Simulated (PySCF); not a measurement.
The system is Br2Zn, in a box.

```
Br Zn
1.0
    11.00000    0.00000    0.00000
     0.00000   13.00000    0.00000
     0.00000    0.00000   11.00000
Br Zn
2 1
Direct
  0.59158 0.64016 0.57157
  0.41540 0.35800 0.44154
  0.49969 0.50097 0.49627
```

The cell isn't the ideal one: atoms moved at random, drawn with an rms of 0.05 Å.

Base run:

| Item | Value |
| --- | --- |
| Program | PySCF 2.14.0 |
| Functional | TM |
| Potentials or basis | pob-tzvp-rev2 (all-electron) |
| k mesh | 1 × 1 × 1 |
| Occupations | fixed |
| Spin | no spin polarisation |

Its results: gap between the frontier levels 5.34 eV.

Task: The run is repeated on the same cell with these changes: functional from TM to PBE50. What comes out?

Result: Gap between the frontier levels 9.78 eV.

PBE50 gives the wider gap, since exact exchange removes part of the self-interaction.

Caveats: this is a molecule in a periodic box at the Γ point, so its band gap is the HOMO-LUMO gap; relativity is left out, which matters for the heavier elements; the basis of atomic orbitals isn't converged, which shifts pressures, moduli and gaps.

